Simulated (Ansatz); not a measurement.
# BiSb4O: the cost of one run

Program: Ansatz 0.2.0. Level of theory: DFT PBE, scalar-relativistic, plane waves, PAW. These are calculated values, not measurements.

**1. Starting point**

The structure is tetragonal, space group P4/mmm (No. 123). The conventional cell has a = 4.224 Å, b = 4.224 Å, c = 7.281 Å, α = 90.00°, β = 90.00°, γ = 90.00°. Around Sb (site symmetry mmm) lie 2 Bi at 2.11 Å. Around Sb (site symmetry 4mm) lie 1 Bi at 2.02 Å. Bi (site symmetry 4/mmm) is surrounded by 6 Sb at 2.02 to 2.11 Å. O (site symmetry 4/mmm) has 8 Sb at 3.40 Å as nearest neighbours.

Coordinates:

```
CELL_PARAMETERS angstrom
4.22424 0.00000 0.00000
0.00000 4.22424 0.00000
0.00000 0.00000 7.28107
ATOMIC_POSITIONS crystal
Sb 0.50000 0.00000 0.00000
Sb 0.00000 0.50000 0.00000
Sb 0.00000 0.00000 0.27700
Sb 0.00000 0.00000 0.72300
Bi 0.00000 0.00000 0.00000
O 0.50000 0.50000 0.50000
```

Recipe of the guess: species swapped into a database cell of RbAlF4 (P4/mmm, No. 123), with O on the Rb sites, Bi on the Al sites and Sb on the F sites. The dimensions are guesses.

**2. The guess as it stands, on a coarse mesh**

input.yaml

```yaml
crystal:
  lattice:
    - [4.22424477, 0.0, 0.0]
    - [0.0, 4.22424477, 0.0]
    - [0.0, 0.0, 7.28106621]
  atoms:
    - { symbol: Sb, position: [0.5, 0.0, 0.0] }
    - { symbol: Sb, position: [0.0, 0.5, 0.0] }
    - { symbol: Sb, position: [0.0, 0.0, 0.27700001] }
    - { symbol: Sb, position: [0.0, 0.0, 0.72299999] }
    - { symbol: Bi, position: [0.0, 0.0, 0.0] }
    - { symbol: O, position: [0.5, 0.5, 0.5] }
basis:
  ecutwfc: 420
kpoints:
  mp_grid: { grid: [4, 4, 4] }
hamiltonian:
  xc: pbe
scf:
  occupations: { method: gaussian, width: 0.1 }
  lower_state_search: "off"
output:
  forces: true
  stress: true
  eigenvalues: true
```

Run with:

```
$ ansatz run input.yaml --threads 1 --pin off --max-ram 2560MiB --backend cpu --events-out ev --progress --plain --runs-dir out
```

What time and memory should one allow on 1 thread of Intel Xeon Platinum 8259CL at 2.50GHz (Skylake/Cascade Lake), shared host?

About 9.5 s, with a peak of 0.48 GiB.
